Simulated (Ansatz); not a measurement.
# B₂O₂: up Jacob's ladder to CCSD(T)

How much do the methods differ for B₂O₂? The plan is to run it at one geometry with functionals of several rungs and with coupled cluster. The yardstick is the atomisation energy at the CCSD(T) limit.

Method: functionals in def2-TZVPP, the program's frozen cores in correlated methods; program: Ansatz 0.2.0, Gaussian basis.

Levels to be run: LDA (SPW92), PBE-D4, revPBE-D4, BLYP-D4, r2SCAN-D4, B97M-V, PBE0-D4, B3LYP-D4, r2SCANh-D4, r2SCAN0-D4, HSE06-D4, BHLYP-D4, CAM-B3LYP-D4, LC-ωPBE, ωB97X-V, ωB97M-V, B2PLYP, PBE-QIDH; CCSD(T)/def2-SVP; CCSD(T)/def2-TZVPP; CCSD(T)/def2-QZVPP; extrapolation to the limit; RPA on PBE.

### 1 Structure used throughout

The geometry comes from an earlier relaxation with PBE0-D4 in a triple-zeta def2 set; it is a stationary point.

SMILES `O=BB=O`, 4 atoms, charge 0, spin multiplicity 1.

Atoms are counted from 1 here; the program's logs count them from 0.

Bond lengths: O1–B2 1.197 Å, B2–B3 1.640 Å, B3–O4 1.197 Å. Angles: O1–B2–B3 180.0°, B2–B3–O4 180.0°.

Coordinates:

```
O    -0.7431    0.4598    1.8176
B    -0.3023    0.1870    0.7391
B     0.3022   -0.1869   -0.7392
O     0.7432   -0.4599   -1.8175
```

### 2 LDA

This LDA is Slater exchange with PW92 correlation.

in.yaml

```yaml
crystal:
  periodic: [false, false, false]
  atoms:
    - {symbol: O, position_ang: [-0.743108, 0.459782, 1.817605]}
    - {symbol: B, position_ang: [-0.302266, 0.187031, 0.739110]}
    - {symbol: B, position_ang: [0.302169, -0.186931, -0.739172]}
    - {symbol: O, position_ang: [0.743195, -0.459883, -1.817542]}
basis:
  gaussian: {orbitals: def2-TZVPP}
hamiltonian: {xc: lda}
output: {orbitals: {seedname: orbitals}}
```

Launch:

```bash
$ ansatz run in.yaml --threads 4 --pin off --events-out ev --progress --plain --max-ram 10444MiB
```

After this run come: PBE-D4 (GGA); revPBE-D4 (GGA); BLYP-D4 (GGA); r2SCAN-D4 (meta-GGA); B97M-V (meta-GGA); PBE0-D4 (hybrid); B3LYP-D4 (hybrid); r2SCANh-D4 (hybrid); r2SCAN0-D4 (hybrid); HSE06-D4 (hybrid); BHLYP-D4 (hybrid); CAM-B3LYP-D4 (range-separated); LC-ωPBE (range-separated); ωB97X-V (range-separated); ωB97M-V (range-separated); B2PLYP (double hybrid); PBE-QIDH (double hybrid); CCSD(T) in def2-SVP; CCSD(T) in def2-TZVPP; CCSD(T) in def2-QZVPP; RPA on PBE orbitals.

Before running them: what should the planned runs give, taken together? Wanted: atomisation energy, CCSD(T)/CBS; farthest beyond LDA; mean size of error, GGA; mean size of error, meta-GGA; mean size of error, hybrid; mean size of error, range-separated; mean size of error, double hybrid; gap, smallest and largest; T1 diagnostic.

The runs gave:

| quantity | value |
| --- | --- |
| atomisation energy, CCSD(T)/CBS | 2107.0 kJ/mol |
| functionals within 10.5 kJ/mol (0.5 %) | r2SCANh-D4, ωB97X-V, PBE-QIDH |
| farthest beyond LDA | PBE-D4 (+119.9 kJ/mol) |
| mean size of error, GGA | 76.1 kJ/mol |
| mean size of error, meta-GGA | 34.9 kJ/mol |
| mean size of error, hybrid | 36.0 kJ/mol |
| mean size of error, range-separated | 19.1 kJ/mol |
| mean size of error, double hybrid | 12.0 kJ/mol |
| gap, smallest and largest | 6.12 eV (BLYP-D4), 13.81 eV (LC-ωPBE) |
| T1 diagnostic | 0.0219 |
| triples share of the correlation energy | 4.6 % |

What this shows: LDA overbinds by 380.8 kJ/mol (18 %). PBE-D4 misses by +119.9 kJ/mol. Double hybrids carry the basis error of their MP2 part in triple zeta, and no dispersion term here, so their miss is partly the set-up's. Taken by rung, double hybrid functionals do best (12.0 kJ/mol on average) and GGA ones worst beyond LDA (76.1 kJ/mol). RPA and LDA stand outside this count. The reference freezes the cores and leaves out relativity and excitations past (T), so misses under about 10.5 kJ/mol can't be ranked. Hartree-Fock recovers 71 % of the binding; the rest is correlation. CCSD(T) in def2-SVP is off by -55.2 kJ/mol, which most functionals beat. Orbital gaps span 6.1 to 13.8 eV; exact exchange widens them. T1 = 0.022 passes the customary mark of 0.02 by a little.
